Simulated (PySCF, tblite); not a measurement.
**C₆H₈BO₂ radical: geometry, infrared bands and EPR parameters**

Wanted: the infrared bands and EPR parameters of C₆H₈BO₂ radical (`OB(O)[C@@]12[CH][C@@H]1CC=C2`), by calculation.

The runs use tblite 0.8.0 and PySCF 2.14.0, with density-fitted response routines of our own; the level of theory stands in each step. All values are computed, except where a source is named. Atoms count from 0, in the outputs and in this text.

### Step 1. Starting geometry

17 atoms, charge 0, multiplicity 2; geometry from: force field or distance geometry start.

Bonds of the start (Å): O0–B1 1.46, B1–O2 1.47, B1–C3 1.58, C3–C4 1.50, C4–C5 1.51, C5–C6 1.51, C6–C7 1.49, C7–C8 1.33, C5–C3 1.48, C8–C3 1.47, O0–H9 1.00, O2–H10 0.97, C4–H11 1.09, C5–H12 1.08, C6–H13 1.10, C6–H14 1.13, C7–H15 1.08, C8–H16 1.11.

### Step 2. Relaxing the molecule with GFN2-xTB

What the job is given:

```
{"job": {"kind": "relax", "xc": "GFN2-xTB", "basis": "xTB"}, "charge": 0, "multiplicity": 2}
O     -1.789300     2.116700    -0.186900
B     -1.729600     0.656700    -0.153200
O     -2.946200    -0.053700     0.282000
C     -0.378300    -0.019000     0.318500
C     -0.369500    -1.506900     0.105700
C      0.572700    -0.600000    -0.657700
C      1.950100    -0.584300    -0.046100
C      1.781600     0.353000     1.098200
C      0.501300     0.646800     1.289800
H     -2.748900     2.365000    -0.075000
H     -2.873400    -0.989700     0.026000
H     -0.020900    -2.156600     0.903500
H      0.432900    -0.388700    -1.710500
H      2.749700    -0.298100    -0.740600
H      2.115100    -1.612700     0.380500
H      2.581400     0.747000     1.712600
H      0.164300     1.336700     2.092700
```

Started as:

```bash
$ OMP_NUM_THREADS=1 python probes_run.py task.json out
```

The driver reads the jobs from task.json and runs them one after another.

Log:

```text
step      E/eV     max force
  0    -712.73570    3.981
  1    -713.34506    2.376
  2    -713.60686    1.873
  3    -713.69400    1.078
  4    -713.78095    0.799
  5    -713.81064    0.707
  6    -713.84790    0.565
  7    -713.88071    0.502
  8    -713.90616    0.423
  9    -713.92460    0.342
 10    -713.93977    0.394
 11    -713.95193    0.393
 12    -713.96153    0.234
 13    -713.96889    0.210
 14    -713.97526    0.232
 15    -713.98320    0.376
 16    -713.99401    0.410
 17    -714.00648    0.301
 18    -714.01783    0.288
 19    -714.02823    0.295
 20    -714.03822    0.257
 21    -714.04875    0.252
 22    -714.05717    0.186
 23    -714.06182    0.146
 24    -714.06454    0.136
 25    -714.06754    0.164
 26    -714.07117    0.152
 27    -714.07508    0.163
 28    -714.07826    0.134
 29    -714.08069    0.114
 30    -714.08287    0.113
 31    -714.08568    0.138
 32    -714.08913    0.175
 33    -714.09291    0.156
 34    -714.09674    0.189
 35    -714.10022    0.161
 36    -714.10290    0.106
 37    -714.10482    0.089
 38    -714.10618    0.105
 39    -714.10723    0.086
 40    -714.10813    0.099
 41    -714.10892    0.085
 42    -714.10964    0.076
 43    -714.11040    0.070
 44    -714.11120    0.076
 45    -714.11196    0.065
 46    -714.11257    0.073
 47    -714.11309    0.052
 48    -714.11358    0.064
 49    -714.11412    0.062
 50    -714.11473    0.083
 51    -714.11540    0.086
 52    -714.11605    0.054
 53    -714.11657    0.052
 54    -714.11696    0.046
 55    -714.11729    0.048
 56    -714.11765    0.044
 57    -714.11810    0.053
 58    -714.11864    0.054
 59    -714.11926    0.062
 60    -714.11991    0.061
 61    -714.12049    0.058
 62    -714.12098    0.062
 63    -714.12144    0.051
 64    -714.12203    0.059
 65    -714.12279    0.073
 66    -714.12382    0.076
 67    -714.12496    0.070
 68    -714.12619    0.085
 69    -714.12732    0.079
 70    -714.12821    0.062
 71    -714.12868    0.063
 72    -714.12921    0.075
 73    -714.12978    0.062
 74    -714.13168    0.099
 75    -714.13251    0.089
 76    -714.13417    0.094
 77    -714.13541    0.127
 78    -714.13675    0.113
 79    -714.13830    0.102
 80    -714.13955    0.077
 81    -714.14041    0.108
 82    -714.14104    0.080
 83    -714.14183    0.063
 84    -714.14254    0.050
 85    -714.14289    0.044
 86    -714.14309    0.041
 87    -714.14331    0.037
 88    -714.14349    0.027
 89    -714.14360    0.019
 90    -714.14364    0.016
 91    -714.14369    0.014
 92    -714.14374    0.017
 93    -714.14379    0.017
 94    -714.14383    0.021
 95    -714.14386    0.021
 96    -714.14389    0.017
 97    -714.14391    0.012
 98    -714.14393    0.008
```

Run time: 0.51 s. Hardware: 1 thread of Arm Neoverse V2, shared host.

Along the way: (not every step is listed)

| step | energy from step 0 (eV) | largest force (eV/Å) |
| --- | --- | --- |
| 0 | 0.0000 | 3.9811 |
| 1 | -0.6094 | 2.3763 |
| 2 | -0.8712 | 1.8733 |
| 3 | -0.9583 | 1.0782 |
| 4 | -1.0453 | 0.7985 |
| 5 | -1.0749 | 0.7067 |
| 6 | -1.1122 | 0.5653 |
| 7 | -1.1450 | 0.5021 |
| 8 | -1.1705 | 0.4234 |
| 16 | -1.2583 | 0.4104 |
| 24 | -1.3288 | 0.1361 |
| 32 | -1.3534 | 0.1751 |
| 40 | -1.3724 | 0.0986 |
| 48 | -1.3779 | 0.0639 |
| 56 | -1.3820 | 0.0435 |
| 64 | -1.3863 | 0.0590 |
| 72 | -1.3935 | 0.0747 |
| 80 | -1.4039 | 0.0769 |
| 88 | -1.4078 | 0.0270 |
| 93 | -1.4081 | 0.0166 |
| 94 | -1.4081 | 0.0213 |
| 95 | -1.4082 | 0.0210 |
| 96 | -1.4082 | 0.0166 |
| 97 | -1.4082 | 0.0121 |
| 98 | -1.4082 | 0.0076 |

Close pairs (by a distance rule), those that changed most:

| bond | before (Å) | after (Å) | change (Å) |
| --- | --- | --- | --- |
| O0–B1 | 1.462 | 1.349 | -0.113 |
| B1–O2 | 1.475 | 1.363 | -0.112 |
| C3–C5 | 1.482 | 1.551 | +0.069 |
| C4–C5 | 1.514 | 1.454 | -0.061 |
| O0–H9 | 0.998 | 0.958 | -0.039 |
| C8–H16 | 1.111 | 1.075 | -0.036 |
| C6–H14 | 1.126 | 1.093 | -0.032 |
| C3–C4 | 1.503 | 1.481 | -0.022 |

The final coordinates are the input of the step that follows.

### Step 3. Infrared spectrum with GFN2-xTB

What the job is given:

```
{"job": {"kind": "ir", "xc": "GFN2-xTB", "basis": "xTB"}, "charge": 0, "multiplicity": 2}
O     -1.945973     2.024053     0.417496
B     -1.760003     0.738688     0.053924
O     -2.717134     0.129706    -0.700972
C     -0.447990    -0.005873     0.505143
C     -0.356920    -1.480985     0.604464
C      0.420078    -0.859541    -0.455474
C      1.885103    -0.564286    -0.155071
C      1.798264     0.346129     1.038357
C      0.554974     0.645662     1.393891
H     -2.769222     2.399589     0.102521
H     -2.556947    -0.789960    -0.907477
H     -0.014759    -2.062561     1.437656
H      0.130728    -0.965450    -1.492006
H      2.379839    -0.070055    -0.995584
H      2.445511    -1.473610     0.076941
H      2.692730     0.710030     1.516436
H      0.254725     1.290495     2.199306
```

Log:

```text
mode    cm-1     km/mol
  1      43.6      1.29
  2     116.5      2.19
  3     126.7      1.25
  4     240.5      0.99
  5     323.3      8.89
  6     344.6      2.66
  7     392.8      7.04
  8     442.4      8.82
  9     522.6      7.00
 10     553.1     53.25
 11     588.1     10.03
 12     629.8    332.24
 13     696.9      0.95
 14     709.0     58.63
 15     743.3      2.34
 16     785.8      2.90
 17     858.6      6.67
 18     889.1      0.55
 19     918.8     15.49
 20     931.7      3.29
 21     952.1    132.00
 22     957.7    161.15
 23     983.0     12.20
 24     993.2      5.51
 25    1019.9      8.33
 26    1062.1     15.12
 27    1104.7     65.76
 28    1112.1     16.18
 29    1119.5     18.22
 30    1195.8      6.86
 31    1239.6    236.82
 32    1266.7    107.02
 33    1279.7    118.17
 34    1295.6    349.06
 35    1408.3     73.53
 36    1461.6      1.05
 37    1650.1      2.32
 38    2937.9     33.33
 39    2963.4     47.89
 40    3040.0     37.83
 41    3095.4     28.69
 42    3114.9     56.58
 43    3138.6     31.42
 44    3612.4     18.34
 45    3642.3     14.12
```

Wall time 0.45 s (1 thread of Arm Neoverse V2, shared host).

The strongest bands and the atoms that carry them (share of the mass-weighted mode):

| cm⁻¹ | km/mol | atoms |
| --- | --- | --- |
| 630 | 332.2 | H9 52 %, B1 25 %, O0 10 % |
| 952 | 132.0 | H9 50 %, O0 19 %, O2 10 % |
| 958 | 161.2 | H10 68 %, O2 10 % |
| 1240 | 236.8 | B1 35 %, H15 12 % |
| 1267 | 107.0 | C6 27 %, H13 20 %, B1 15 %, H14 12 % |
| 1280 | 118.2 | C8 19 %, H15 17 %, B1 15 %, C3 14 % |
| 1296 | 349.1 | B1 56 %, O0 14 % |
| 1408 | 73.5 | C5 34 %, C3 26 %, C4 25 % |

### Step 4. g tensor and hyperfine couplings: B3LYP/pcH-1

The job, as its differences from that of step 3:

```diff
@@ -1,2 +1,2 @@
-{"job": {"kind": "ir", "xc": "GFN2-xTB", "basis": "xTB"}, "charge": 0, "multiplicity": 2}
+{"job": {"kind": "epr", "basis": "pcH-1"}, "charge": 0, "multiplicity": 2}
 O     -1.945973     2.024053     0.417496
```

With the program's defaults for keys left out, this is: UKS B3LYP, pcH-1 on B C H O, non-relativistic, mean-field spin-orbit, GIAO.

Log:

```text
UKS, coarse grid
  cycle   1  E = -408.59838316  |g| = 7.00e-01
  cycle   2  E = -408.40828678  |g| = 1.03e+00
  cycle   3  E = -408.77692567  |g| = 6.99e-02
  cycle   4  E = -408.77857700  |g| = 3.84e-02
  cycle   5  E = -408.77930805  |g| = 8.70e-03
  cycle   6  E = -408.77934749  |g| = 3.34e-03
  cycle   7  E = -408.77935389  |g| = 1.85e-03
  cycle   8  E = -408.77935568  |g| = 7.50e-04
UKS, final grid
  cycle   1  E = -408.77935759  |g| = 1.16e-03
  cycle   2  E = -408.77935638  |g| = 2.04e-03
  cycle   3  E = -408.77935817  |g| = 1.71e-04
  cycle   4  E = -408.77935818  |g| = 5.46e-05
  cycle   5  E = -408.77935819  |g| = 3.66e-05
  cycle   6  E = -408.77935819  |g| = 1.21e-05
E = -408.77935819 Eh   <S^2> = 0.7536 (exact 0.7500)
g shifts (ppm)      1          2          3
  rmc          -152       -152       -152
  gc             20          3         10
  oz_so          -4        506        978
  total        -136        357        836
hyperfine (MHz)  atom isotope    a_iso     a_fc   dipolar eigenvalues
    0   17O      -2.06      -2.06     -0.65      0.07      0.58
    1   11B      29.39      29.39     -2.95     -1.99      4.94
    2   17O       0.25       0.25     -1.11      0.17      0.94
    3   13C      -6.74      -6.74     -5.99     -1.09      7.08
    4   13C     259.00     259.00    -72.94    -68.92    141.86
    5   13C     -17.24     -17.24     -4.68     -0.74      5.41
    6   13C      16.70      16.70     -3.58     -2.77      6.35
    7   13C       4.90       4.90     -6.17     -4.93     11.10
    8   13C      21.26      21.26     -7.73     -2.18      9.91
    9    1H       1.96       1.96     -0.93     -0.75      1.68
   10    1H      -0.58      -0.58     -4.93     -3.90      8.83
   11    1H       4.80       4.80    -31.56     -5.14     36.70
   12    1H      71.53      71.53     -6.19     -3.90     10.09
   13    1H      -1.68      -1.68     -2.95     -1.22      4.17
   14    1H      -2.70      -2.70     -2.95     -1.74      4.70
   15    1H       9.46       9.46     -3.83     -1.41      5.25
   16    1H      -0.11      -0.11     -3.18     -0.76      3.94
```

It took 79 s on 1 thread of Arm Neoverse V2, shared host; peak memory 1 GiB.

Principal g values 2.00218, 2.00268, 2.00316; g(iso) = 2.00267, against 2.00232 for a free electron.

Hyperfine couplings; where a row names several nuclei, a(iso) is their mean (it holds for fast rotation or exchange) and the dipolar term the largest among them:

| nuclei | isotope | a(iso) (MHz) | a(iso) (G, at g = 2.0023) | largest dipolar term (MHz) |
| --- | --- | --- | --- | --- |
| C4 | 13C | 259.0 | 92.4 | 141.9 |
| H12 | 1H | 71.5 | 25.5 | 10.1 |
| B1 | 11B | 29.4 | 10.5 | 4.9 |
| C8 | 13C | 21.3 | 7.6 | 9.9 |
| C5 | 13C | -17.2 | -6.1 | 5.4 |
| C6 | 13C | 16.7 | 6.0 | 6.3 |
| H15 | 1H | 9.5 | 3.4 | 5.2 |
| C3 | 13C | -6.7 | -2.4 | 7.1 |
| C7 | 13C | 4.9 | 1.7 | 11.1 |
| H11 | 1H | 4.8 | 1.7 | 36.7 |
| H14 | 1H | -2.7 | -1.0 | 4.7 |
| H13 | 1H | -1.7 | -0.6 | 4.2 |
| O0, O2 | 17O | -0.9 | -0.3 | -1.1 |
| H9, H10 | 1H | 0.7 | 0.2 | 8.8 |

Mulliken spin populations:

O0 0.00; B1 0.02; O2 0.00; C3 -0.02; C4 0.93; C5 -0.04; C6 0.02; C7 0.07; C8 0.00; H9 0.00; H10 0.00; H11 -0.01; H12 0.03; H13 0.00; H14 0.00; H15 0.00; H16 0.00

In first order the couplings over 0.8 MHz of 1H, 11B give 128 distinct lines over 63.6 G, if the averaged nuclei exchange fast.

The fields below are evaluated on a grid from the run's orbitals.

ELF in a plane through or near 8 of the atoms.

Ten even steps from ' ' (0.00) to '@' (0.99):
```
                                                        
                                                        
                                                        
                          ::::                          
            ..====..    ==%%@@++      ..                
          ..##@@@@++    **@@@@**    ==++--..            
          --@@@@@@%%----**@@@@==  ::##%%**::..          
          ..##@@@@%%++%%::--**..  ..**%%**--..          
              --++++==%%++==%%++==::++##++..            
                --****==--##==++@@++..--::              
          ..==++====--  ..==::..@@**..**++==::..        
          ##@@@@@@**::--==**++==++--++%%%%%%**--        
        ..%%@@@@@@==::++%%%%==..    ++##%%%%##--        
          ++@@@@##....++%%%%==..  ::%%@@##++--..        
            ..::      ::==--::..  ..%%@@**..            
                        ......      ++##--              
                                                        
                                                        
                                                        
                                                        
```
The map spans 11.9 Å across and 9.6 Å up, centred on the molecule. Atoms in the plane (x, y in Å): B1 (1.9, 0.1), O2 (2.7, -0.9), C3 (0.4, 0.1), C7 (-1.7, 1.0), C8 (-0.5, 1.3), H10 (2.3, -1.8), H14 (-2.7, -0.9), H15 (-2.5, 1.8).

On the surface of density 0.002 e/bohr³ the electrostatic potential runs, from the 1st to the 99th percentile, from -1.39 V near O0 to 2.19 V near H10.

The spin density lies nearest to C4 67 %.

### Step 5. Results

| quantity | value |
| --- | --- |
| strongest single infrared mode (GFN2-xTB) | 1296 cm⁻¹, 349 km/mol |
| zero-point energy (GFN2-xTB) | 80.8 kcal/mol |
| g(iso) (B3LYP) | 2.00267 |
| ⟨S²⟩ | 0.754 (exact 0.75) |
| largest a(iso) (averaged by class) | 13C on C4, 259.0 MHz |
| surface potential, 1st and 99th percentile | -1.39 V and 2.19 V |

In words: The optimisation took 98 steps and gained 1.408 eV; among the close pairs (by a distance rule), O0–B1 changed most, from 1.462 to 1.349 Å. No mode is imaginary among the 45: a minimum at this level. The strongest single mode, at 1296 cm⁻¹, moves mainly B1. GFN2-xTB is a fitted tight-binding method: band positions and strengths are rough. Its intensities can rank the bands wrongly. Most of the unpaired spin sits on C4 (0.93 e). The isotropic g lies 0.4 ppt above the free-electron value.
